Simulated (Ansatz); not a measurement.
# CH8ClGeNSi: a ladder of functionals and wavefunction methods

An exercise on one series of results from a longer session: the logs are not shown, and one member is left open.

Computed with Ansatz 0.2.0, Gaussian basis. Level: functionals in def2-TZVPP, the program's frozen cores in correlated methods.

The runs, in order: LDA (SPW92), PBE-D4, revPBE-D4, BLYP-D4, r2SCAN-D4, B97M-V, PBE0-D4, B3LYP-D4, r2SCANh-D4, r2SCAN0-D4, HSE06-D4, BHLYP-D4, CAM-B3LYP-D4, LC-ωPBE, ωB97X-V, ωB97M-V, B2PLYP, PBE-QIDH; CCSD(T)/def2-SVP; MP2/def2-TZVPP; MP2/def2-QZVPP; RPA on PBE.

## The geometry

All runs share one geometry, relaxed beforehand with PBE0-D4 in a triple-zeta def2 set.

SMILES `C[N]([GeH3])[SiH2]Cl`, 13 atoms, charge 0, spin multiplicity 1.

Atoms are counted from 1 here; the program's logs count them from 0.

Bond lengths: C1–N2 1.458 Å, C1–H6 1.095 Å, C1–H7 1.096 Å, C1–H8 1.094 Å, N2–Ge3 1.850 Å, N2–Si4 1.699 Å, Ge3–H9 1.539 Å, Ge3–H10 1.532 Å, Ge3–H11 1.540 Å, Si4–Cl5 2.073 Å, Si4–H12 1.481 Å, Si4–H13 1.479 Å. Angles: N2–C1–H6 110.8°, N2–C1–H7 112.5°, N2–C1–H8 110.5°, H6–C1–H7 108.0°, H6–C1–H8 107.2°, H7–C1–H8 107.6°, C1–N2–Ge3 115.4°, C1–N2–Si4 119.4°, Ge3–N2–Si4 123.2°, N2–Ge3–H9 107.3°, N2–Ge3–H10 107.6°, N2–Ge3–H11 109.8°, H9–Ge3–H10 111.8°, H9–Ge3–H11 109.2°, H10–Ge3–H11 111.1°, N2–Si4–Cl5 113.7°, N2–Si4–H12 109.5°, N2–Si4–H13 109.0° and more.

Set-up of the first run:

in.yaml reads:

```yaml
crystal:
  periodic: [false, false, false]
  atoms:
    - {symbol: C, position_ang: [-1.393875, -0.541891, 0.344061]}
    - {symbol: N, position_ang: [-0.084148, 0.078495, 0.180659]}
    - {symbol: Ge, position_ang: [1.362571, -1.029753, 0.496252]}
    - {symbol: Si, position_ang: [0.041647, 1.560292, -0.641971]}
    - {symbol: Cl, position_ang: [-0.172568, 1.392009, -2.696938]}
    - {symbol: H, position_ang: [-1.469736, -1.040911, 1.315812]}
    - {symbol: H, position_ang: [-1.608163, -1.282739, -0.435204]}
    - {symbol: H, position_ang: [-2.183308, 0.214491, 0.306344]}
    - {symbol: H, position_ang: [1.242488, -1.536348, 1.944400]}
    - {symbol: H, position_ang: [2.635346, -0.202380, 0.287548]}
    - {symbol: H, position_ang: [1.318772, -2.232226, -0.465533]}
    - {symbol: H, position_ang: [-1.055318, 2.458228, -0.211861]}
    - {symbol: H, position_ang: [1.386790, 2.128030, -0.408766]}
basis:
  gaussian: {orbitals: def2-TZVPP}
hamiltonian: {xc: lda}
output: {orbitals: {seedname: orbitals}}
```

Launch:

```bash
$ ansatz run in.yaml --threads 4 --pin off --events-out ev --progress --plain --max-ram 11315MiB
```

Steps of the session up to this table: LDA; PBE-D4 (GGA); revPBE-D4 (GGA); BLYP-D4 (GGA); r2SCAN-D4 (meta-GGA); B97M-V (meta-GGA); B3LYP-D4 (hybrid); r2SCANh-D4 (hybrid); r2SCAN0-D4 (hybrid); HSE06-D4 (hybrid); BHLYP-D4 (hybrid); CAM-B3LYP-D4 (range-separated); LC-ωPBE (range-separated); ωB97X-V (range-separated); ωB97M-V (range-separated); B2PLYP (double hybrid); PBE-QIDH (double hybrid).

One of the session's tables, all rows but one given; the rest of the session is left out.

It belongs to the step «Orbital energies across the functionals». 

| functional | HOMO (eV) | gap (eV) |
| --- | --- | --- |
| LDA (SPW92) | -6.09 | 5.09 |
| PBE-D4 | -5.98 | 5.28 |
| revPBE-D4 | -5.94 | 5.38 |
| BLYP-D4 | ? | ? |
| r2SCAN-D4 | -6.24 | 5.87 |
| B97M-V | -6.41 | 5.85 |
| PBE0-D4 | -7.29 | 7.43 |
| B3LYP-D4 | -7.06 | 7.00 |
| r2SCANh-D4 | -6.73 | 6.64 |
| r2SCAN0-D4 | -7.47 | 7.81 |
| HSE06-D4 | -6.89 | 6.66 |
| BHLYP-D4 | -8.51 | 9.53 |
| CAM-B3LYP-D4 | -8.63 | 9.78 |
| LC-ωPBE | -9.98 | 12.31 |
| ωB97X-V | -9.65 | 11.80 |
| ωB97M-V | -9.56 | 11.43 |

Estimate the missing values for BLYP-D4.

Worked estimate for «HOMO (eV)». Against the share of exact exchange, B3LYP-D4 (0.2, -7.06), BHLYP-D4 (0.5, -8.51) give a slope of -4.83 per unit share; at 0 the line stands at -6.09.

The run gave: HOMO (eV): -5.85; gap (eV): 5.30. In «HOMO (eV)» the line misses by -0.24.
